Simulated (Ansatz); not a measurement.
# Mg2Cd3Se5: the cost of one run

Method: DFT PBE, scalar-relativistic, plane waves, PAW, in Ansatz 0.2.0.

## 1. The starting structure

It takes space group I4/mmm (No. 139, tetragonal). The conventional cell has a = 4.120 Å, b = 4.120 Å, c = 29.134 Å, α = 90.00°, β = 90.00°, γ = 90.00°. Around Mg (site symmetry 4mm) lie 6 Se at 2.91 Å. Cd (site symmetry 4mm) is surrounded by 6 Se at 2.91 Å. Cd (site symmetry 4/mmm) is surrounded by 6 Se at 2.91 Å. Se (site symmetry 4/mmm) has 6 Cd at 2.91 Å in its first shell of neighbours. Se (site symmetry 4mm) has 1 Mg at 2.91 Å and 5 Cd at 2.91 Å in its first shell of neighbours. Se (site symmetry 4mm) has 5 Mg at 2.91 Å and 1 Cd at 2.91 Å in its first shell of neighbours.

Coordinates:

```
CELL_PARAMETERS angstrom
-2.06005 2.06005 14.56676
2.06005 -2.06005 14.56676
2.06005 2.06005 -14.56676
ATOMIC_POSITIONS crystal
Mg 0.70000 0.70000 0.00000
Mg 0.30000 0.30000 0.00000
Cd 0.90000 0.90000 0.00000
Cd 0.50000 0.50000 0.00000
Cd 0.10000 0.10000 0.00000
Se 0.00000 0.00000 0.00000
Se 0.60000 0.60000 0.00000
Se 0.20000 0.20000 0.00000
Se 0.80000 0.80000 0.00000
Se 0.40000 0.40000 0.00000
```

The start is an ordering of an alloy on its end members' structure types: elements ordered on the sites of the MgSe type, Cd/Mg on Mg (I4/mmm, No. 139).

## 2. The guess as it stands, on a coarse mesh

File input.yaml:

```yaml
crystal:
  lattice:
    - [-2.06005056, 2.06005056, 14.56675719]
    - [2.06005056, -2.06005056, 14.56675719]
    - [2.06005056, 2.06005056, -14.56675719]
  atoms:
    - { symbol: Mg, position: [0.7, 0.7, 0.0] }
    - { symbol: Mg, position: [0.3, 0.3, 0.0] }
    - { symbol: Cd, position: [0.9, 0.9, 0.0] }
    - { symbol: Cd, position: [0.5, 0.5, 0.0] }
    - { symbol: Cd, position: [0.1, 0.1, 0.0] }
    - { symbol: Se, position: [0.0, 0.0, 0.0] }
    - { symbol: Se, position: [0.6, 0.6, 0.0] }
    - { symbol: Se, position: [0.2, 0.2, 0.0] }
    - { symbol: Se, position: [0.8, 0.8, 0.0] }
    - { symbol: Se, position: [0.4, 0.4, 0.0] }
basis:
  ecutwfc: 420
kpoints:
  mp_grid: { grid: [6, 6, 6] }
hamiltonian:
  xc: pbe
scf:
  occupations: { method: gaussian, width: 0.1 }
  lower_state_search: "off"
output:
  forces: true
  stress: true
  eigenvalues: true
```

The run is started by

```
$ ansatz run input.yaml --threads 4 --pin off --max-ram 8192MiB --backend cpu --events-out ev --progress --plain --runs-dir out
```

**Question.** How long does this run take on 4 threads of Intel Xeon at 2.50GHz (Skylake/Cascade Lake), shared host, and how much memory does it need?

About 17 s, with a peak of 1.1 GiB.
